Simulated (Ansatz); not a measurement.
# CH₉GeNSi: a ladder of functionals and wavefunction methods

How much do the methods differ for CH₉GeNSi? The plan is to run it at one geometry with functionals of several rungs and with coupled cluster. The yardstick is the atomisation energy at the CCSD(T) limit.

Computed with Ansatz 0.2.0, Gaussian basis. Level: functionals in def2-TZVPP, the program's frozen cores in correlated methods.

The runs, in order: PBE-D4, r2SCAN-D4, PBE0-D4, B3LYP-D4, ωB97X-V, ωB97M-V, B2PLYP; CCSD(T)/def2-TZVPP; MP2/def2-QZVPP; extrapolation to the limit.

### 1 Structure used throughout

All runs share one geometry, relaxed beforehand with PBE0-D4 in a triple-zeta def2 set.

SMILES `N[CH2][GeH2][SiH3]`, 13 atoms, charge 0, spin multiplicity 1.

Atoms are counted from 1 here; the program's logs count them from 0.

Bond lengths: N1–C2 1.455 Å, N1–H5 1.013 Å, N1–H6 1.012 Å, C2–Ge3 1.972 Å, C2–H7 1.093 Å, C2–H8 1.099 Å, Ge3–Si4 2.379 Å, Ge3–H9 1.545 Å, Ge3–H10 1.542 Å, Si4–H11 1.487 Å, Si4–H12 1.486 Å, Si4–H13 1.489 Å. Angles: C2–N1–H5 111.3°, C2–N1–H6 111.1°, H5–N1–H6 107.0°, N1–C2–Ge3 109.1°, N1–C2–H7 108.8°, N1–C2–H8 115.3°, Ge3–C2–H7 106.4°, Ge3–C2–H8 109.8°, H7–C2–H8 107.1°, C2–Ge3–Si4 108.2°, C2–Ge3–H9 108.8°, C2–Ge3–H10 110.0°, Si4–Ge3–H9 110.2°, Si4–Ge3–H10 112.3°, H9–Ge3–H10 107.4°, Ge3–Si4–H11 109.6°, Ge3–Si4–H12 110.8°, Ge3–Si4–H13 110.6° and more.

### 2 PBE-D4 (GGA)

Input file in.yaml:

```yaml
crystal:
  periodic: [false, false, false]
  atoms:
    - {symbol: N, position_ang: [-1.387573, 1.044871, -0.618598]}
    - {symbol: C, position_ang: [0.045908, 1.274769, -0.719031]}
    - {symbol: Ge, position_ang: [0.973531, 0.171498, 0.627017]}
    - {symbol: Si, position_ang: [0.155245, -2.055767, 0.451738]}
    - {symbol: H, position_ang: [-1.890230, 1.533188, -1.349595]}
    - {symbol: H, position_ang: [-1.750168, 1.380346, 0.264733]}
    - {symbol: H, position_ang: [0.391525, 0.924849, -1.695310]}
    - {symbol: H, position_ang: [0.361016, 2.323402, -0.622054]}
    - {symbol: H, position_ang: [0.672572, 0.740304, 2.031976]}
    - {symbol: H, position_ang: [2.498887, 0.251850, 0.413841]}
    - {symbol: H, position_ang: [0.123686, -2.465626, -0.977800]}
    - {symbol: H, position_ang: [-1.214122, -2.159717, 1.018162]}
    - {symbol: H, position_ang: [1.040025, -2.998668, 1.189822]}
basis:
  gaussian: {orbitals: def2-TZVPP}
hamiltonian: {xc: pbe, dispersion: d4}
output: {forces: true, orbitals: {seedname: orbitals}}
```

Command:

```console
> ansatz run in.yaml --threads 4 --pin off --events-out ev --progress --plain --max-ram 10444MiB
```

Further steps of the session: r2SCAN-D4 (meta-GGA); PBE0-D4 (hybrid); B3LYP-D4 (hybrid); ωB97X-V (range-separated); ωB97M-V (range-separated); B2PLYP (double hybrid); CCSD(T) in def2-TZVPP; MP2 in def2-QZVPP.

Before running them: what should the planned runs give, taken together? Wanted: atomisation energy, CCSD(T)/CBS; farthest; mean size of error, hybrid; mean size of error, range-separated; gap, smallest and largest; T1 diagnostic; triples share of the correlation energy.

As calculated:

```
                               quantity                                                   value
        atomisation energy, CCSD(T)/CBS                                           4088.7 kJ/mol
 functionals within 40.9 kJ/mol (1.0 %)  PBE-D4, r2SCAN-D4, PBE0-D4, B3LYP-D4, ωB97X-V, ωB97M-V
                               farthest                                   B2PLYP (-64.6 kJ/mol)
             mean size of error, hybrid                                             21.6 kJ/mol
    mean size of error, range-separated                                             15.6 kJ/mol
              gap, smallest and largest                    5.08 eV (PBE-D4), 11.67 eV (ωB97X-V)
                          T1 diagnostic                                                  0.0111
triples share of the correlation energy                                                   3.5 %
```

**Reading.** PBE-D4 is off by +3.4 kJ/mol. Double hybrids carry the basis error of their MP2 part in triple zeta, and no dispersion term here, so their miss is partly the set-up's. The reference freezes the cores and leaves out relativity and excitations past (T), and its outer-core shells are covered unevenly, so misses under about 40.9 kJ/mol can't be ranked. Hartree-Fock recovers 72 % of the binding; the rest is correlation. Orbital gaps span 5.1 to 11.7 eV; exact exchange widens them. Correlated methods include outer-core shells of Ge, which these sets cover unevenly.
